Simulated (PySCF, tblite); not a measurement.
# C3H11OSi3 radical: geometry, infrared bands and EPR parameters

Wanted: the infrared bands and EPR parameters of C3H11OSi3 radical (`[SiH2][Si@@H](O[SiH3])C1CC1`), by calculation.

The runs use tblite 0.8.0 and PySCF 2.14.0, with density-fitted response routines of our own; the level of theory stands in each step. All values are computed, except where a source is named. Atoms count from 0, in the outputs and in this text.

### Step 1. Starting geometry

18 atoms, charge 0, multiplicity 2; geometry from: force field or distance geometry start.

Bonds of the start (Å): Si0–Si1 2.32, Si1–O2 1.68, O2–Si3 1.64, Si1–C4 1.88, C4–C5 1.50, C5–C6 1.51, C6–C4 1.50, Si0–H7 1.49, Si0–H8 1.49, Si1–H9 1.48, Si3–H10 1.47, Si3–H11 1.48, Si3–H12 1.50, C4–H13 1.09, C5–H14 1.08, C5–H15 1.09, C6–H16 1.09, C6–H17 1.08.

### Step 2. Optimising the geometry with GFN2-xTB

What the job is given:

```
{"job": {"kind": "relax", "xc": "GFN2-xTB", "basis": "xTB"}, "charge": 0, "multiplicity": 2}
Si     0.569300     2.352400    -1.388500
Si     0.215100     0.123300    -0.870600
O      1.314100    -0.380500     0.296400
Si     2.920500    -0.685600     0.440000
C     -1.564100    -0.125500    -0.303900
C     -1.915200    -1.342200     0.502700
C     -1.907500     0.021500     1.144000
H     -0.393300     2.807200    -2.429700
H      0.402600     3.215600    -0.184700
H      0.445200    -0.686700    -2.083000
H      3.683600     0.493800    -0.003800
H      3.283600    -1.857700    -0.395100
H      3.234500    -0.978600     1.877500
H     -2.289300     0.210700    -1.041000
H     -2.873300    -1.806700     0.329700
H     -1.136400    -2.037200     0.816400
H     -1.129800     0.229900     1.879300
H     -2.868200     0.452700     1.402600
```

Command:

```console
OMP_NUM_THREADS=1 python probes_run.py task.json out
```

This one command runs all jobs of the session in turn.

**Question.** This job is followed by: GFN2-xTB harmonic vibrations, gas phase; UKS B3LYP, pcH-1 on C H O Si, non-relativistic, mean-field spin-orbit, GIAO. What will the session give for the following? strongest single infrared mode (GFN2-xTB); zero-point energy (GFN2-xTB); g(iso) (B3LYP); ⟨S²⟩; largest a(iso) (averaged by class); surface potential, 1st and 99th percentile.

**Answer**, as computed:

| quantity | value |
| --- | --- |
| strongest single infrared mode (GFN2-xTB) | 1096 cm⁻¹, 616 km/mol |
| zero-point energy (GFN2-xTB) | 76.7 kcal/mol |
| g(iso) (B3LYP) | 2.00418 |
| ⟨S²⟩ | 0.753 (exact 0.75) |
| largest a(iso) (averaged by class) | 29Si on Si0, -304.6 MHz |
| surface potential, 1st and 99th percentile | -0.36 V and 1.36 V |

What this shows: Relaxing lowered the energy by 0.290 eV in 115 steps; the close pair that moved most is Si1–O2, from 1.680 to 1.633 Å. The lowest mode is imaginary (47i cm⁻¹), so the xTB geometry is not a minimum. The strongest single mode, at 1096 cm⁻¹, moves mainly O2. GFN2-xTB is a fitted tight-binding method: band positions and strengths are rough. Its intensities can rank the bands wrongly. Si0 carries the largest spin population, 1.00 e. The isotropic g lies 1.9 ppt above the free-electron value.
